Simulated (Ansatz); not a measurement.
# ClH₂NS₂W: up Jacob's ladder to CCSD(T)

One table from this session's results is given with a row withheld; the runs are named, their logs left out.

The runs use Ansatz 0.2.0, Gaussian basis; functionals in def2-TZVPP, the program's frozen cores in correlated methods.

Levels to be run: LDA (SPW92), PBE-D4, revPBE-D4, BLYP-D4, r2SCAN-D4, B97M-V, PBE0-D4, B3LYP-D4, r2SCANh-D4, r2SCAN0-D4, HSE06-D4, BHLYP-D4, CAM-B3LYP-D4, LC-ωPBE, ωB97X-V, ωB97M-V, B2PLYP, PBE-QIDH; CCSD(T)/def2-SVP; CCSD(T)/def2-TZVPP; MP2/def2-QZVPP; extrapolation to the limit; RPA on PBE.

## Structure used throughout

The geometry comes from an earlier relaxation with PBE0-D4 in a triple-zeta def2 set; it is a stationary point, not always the lowest conformer. W takes the def2 core potential; no spin-orbit term is included.

SMILES `[NH2][W](=[S])(=[S])[Cl]`, 7 atoms, charge 0, spin multiplicity 1.

Atoms are counted from 1 here; the program's logs count them from 0.

Bond lengths: N1–W2 1.913 Å, N1–H6 1.010 Å, N1–H7 1.010 Å, W2–S3 2.120 Å, W2–S4 2.120 Å, W2–Cl5 2.264 Å. Angles: W2–N1–H6 123.6°, W2–N1–H7 123.6°, H6–N1–H7 112.1°, N1–W2–S3 107.9°, N1–W2–S4 107.9°, N1–W2–Cl5 110.2°, S3–W2–S4 111.1°, S3–W2–Cl5 109.9°, S4–W2–Cl5 109.9°.

The first run:

in.yaml

```yaml
crystal:
  periodic: [false, false, false]
  atoms:
    - {symbol: N, position_ang: [-0.560190, 0.690380, 0.852245]}
    - {symbol: W, position_ang: [0.313203, -0.371994, -0.477834]}
    - {symbol: S, position_ang: [1.843876, -1.483175, 0.478878]}
    - {symbol: S, position_ang: [-1.136266, -1.656014, -1.339985]}
    - {symbol: Cl, position_ang: [1.211393, 0.956995, -2.075786]}
    - {symbol: H, position_ang: [-1.549965, 0.890503, 0.845516]}
    - {symbol: H, position_ang: [-0.122052, 0.973305, 1.716965]}
basis:
  gaussian: {orbitals: def2-TZVPP}
hamiltonian: {xc: lda}
output: {orbitals: {seedname: orbitals}}
```

Run with:

```bash
$ ansatz run in.yaml --threads 4 --pin off --events-out ev --progress --plain --max-ram 10444MiB
```

Steps of the session up to this table: LDA; PBE-D4 (GGA); revPBE-D4 (GGA); BLYP-D4 (GGA); r2SCAN-D4 (meta-GGA); B97M-V (meta-GGA); PBE0-D4 (hybrid); B3LYP-D4 (hybrid); r2SCANh-D4 (hybrid); r2SCAN0-D4 (hybrid); HSE06-D4 (hybrid); BHLYP-D4 (hybrid); CAM-B3LYP-D4 (range-separated); LC-ωPBE (range-separated); ωB97X-V (range-separated); ωB97M-V (range-separated); B2PLYP (double hybrid); PBE-QIDH (double hybrid).

One table of the session follows, with a row left open; its other results are not shown here.

It belongs to the step «Orbital energies across the functionals». 

| functional | HOMO (eV) | LUMO (eV) | gap (eV) |
| --- | --- | --- | --- |
| LDA (SPW92) | -6.39 | -3.68 | 2.70 |
| PBE-D4 | -6.24 | -3.52 | 2.72 |
| revPBE-D4 | -6.18 | -3.46 | 2.73 |
| BLYP-D4 | -6.04 | -3.35 | 2.69 |
| r2SCAN-D4 | -6.52 | -3.51 | 3.01 |
| B97M-V | -6.56 | -3.42 | 3.14 |
| PBE0-D4 | -7.35 | -2.86 | 4.49 |
| B3LYP-D4 | -7.10 | -3.00 | 4.10 |
| r2SCANh-D4 | -6.93 | -3.26 | 3.67 |
| r2SCAN0-D4 | -7.53 | -2.86 | 4.67 |
| HSE06-D4 | -6.96 | -3.23 | 3.73 |
| BHLYP-D4 | -8.28 | -2.01 | 6.27 |
| CAM-B3LYP-D4 | -8.52 | -1.82 | 6.70 |
| LC-ωPBE | -9.83 | -0.87 | 8.95 |
| ωB97X-V | ? | ? | ? |
| ωB97M-V | -9.32 | -0.88 | 8.44 |

Q: Estimate the row for ωB97X-V from the others.

**Answer.** HOMO (eV): -9.49; LUMO (eV): -0.89; gap (eV): 8.60. In the column «HOMO (eV)» it lies between LC-ωPBE (-9.83) and ωB97M-V (-9.32).
